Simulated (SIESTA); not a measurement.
Crystal: Al3Ag.

```
CELL_PARAMETERS angstrom
4.08151 0.00000 0.00000
0.00000 4.08151 0.00000
0.00000 0.00000 4.08151
ATOMIC_POSITIONS crystal
Ag 0.00000 0.00000 0.00000
Al 0.50000 0.50000 0.00000
Al 0.50000 0.00000 0.50000
Al 0.00000 0.50000 0.50000
```

The cell comes from a database or a generator and needn't be the stable form of this composition.

```yaml
Program: SIESTA 5.4.2
Task: single point
Functional: PBEsol
Potentials_or_basis: PseudoDojo 0.4 standard (PBEsol files)
Basis: DZP (energy shift 0.003 Ry; two zetas on semicore shells)
Grid_cutoff: 800 Ry
Energy_shift: 0.003 Ry
k_mesh: 7 × 7 × 7
Occupations: fermi-dirac, width 0.05 eV
Spin: no spin polarisation
```

On this cell: pressure -3.5 GPa; largest force zero by symmetry; band gap on the k mesh none (metal or under the smearing width).

The same run follows on a disturbed copy (atoms moved at random, drawn with an rms of 0.05 Å):

```
Ag Al
1.0
     4.08151    0.00000    0.00000
     0.00000    4.08151    0.00000
     0.00000    0.00000    4.08151
Ag Al
1 3
Direct
  0.00208 0.00087 0.00540
  0.49521 0.49260 0.00624
  0.50144 0.01520 0.49728
  0.98756 0.49713 0.49900
```

What does the disturbed cell give?

The energy (extrapolated to zero smearing) moves by +6.1 meV/atom; pressure -3.3 GPa; largest force 0.404 eV/Å; band gap on the k mesh none (metal or under the smearing width).

Forces on the atoms (eV/Å):
```
Ag   0.011 -0.137 -0.097
Al  -0.039  0.277 -0.162
Al  -0.132 -0.353  0.144
Al   0.159  0.212  0.115
```

Stress tensor (GPa, compression positive):
```
-3.32  0.19  0.04
 0.19 -3.28 -0.11
 0.04 -0.11 -3.35
```

Caveats: short orbitals over semicore shells can move pressures by several GPa; the basis of atomic orbitals isn't converged, which shifts pressures, moduli and gaps.
